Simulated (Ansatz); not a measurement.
Runs of Ansatz 0.2.0 on NaLaMnMoO6. It takes space group C2/c (No. 15, monoclinic). The conventional cell has a = 7.589 Å, b = 7.699 Å, c = 8.220 Å, α = 90.00°, β = 90.32°, γ = 90.00°. Na (site symmetry 2) has 4 O at 2.40 Å as nearest neighbours. La (site symmetry 2) is surrounded by 10 O at 2.57 to 2.89 Å. Mn (site symmetry -1) is surrounded by 6 O at 1.94 to 2.23 Å. Around Mo (site symmetry -1) lie 6 O at 1.94 to 1.97 Å. O (site symmetry 1) is surrounded by 1 Mo at 1.94 Å and 1 Mn at 2.23 Å. O (site symmetry 1) is surrounded by 1 Mn at 1.95 Å and 1 Mo at 1.96 Å. O (site symmetry 1) has 1 Mn at 1.94 Å and 1 Mo at 1.97 Å as nearest neighbours. The cell was built by a generator and needn't be a form met in nature.

```csv
potentials or basis,cutoff (eV),gap on the mesh (eV),pressure (GPa),moment (μB),largest force (eV/Å)
Ansatz NC,1497,none,0.0,6.91,0.03
SPMS NC,1034,none,(a),(b),0.09
Ansatz PAW earlier set,900,none,0.0,6.82,0.03
PseudoDojo standard (PBE files),1497,none,0.0,7.06,0.09
JTH PAW,1800,none,0.6,6.83,0.03
```

Alike in all rows: task single point; level PBE; spin collinear, ferromagnetic start; cell as given; k mesh 5 × 5 × 4; smearing fermi-dirac 0.05 eV.

Q: Estimate the missing entries.

A: (a) 0.4; (b) 7.05.

Caveats: semilocal functionals often make such compounds metallic where correlation or magnetic order opens a gap, which also shifts bond lengths; only a ferromagnetic start was run, and an antiferromagnetic order may lie lower in energy.

A k mesh can miss the band edges, and the runs leave out spin-orbit coupling on La, Mo.

A gap of «none» marks a metal or a gap under the smearing width.

Not every run made on this cell is shown here.
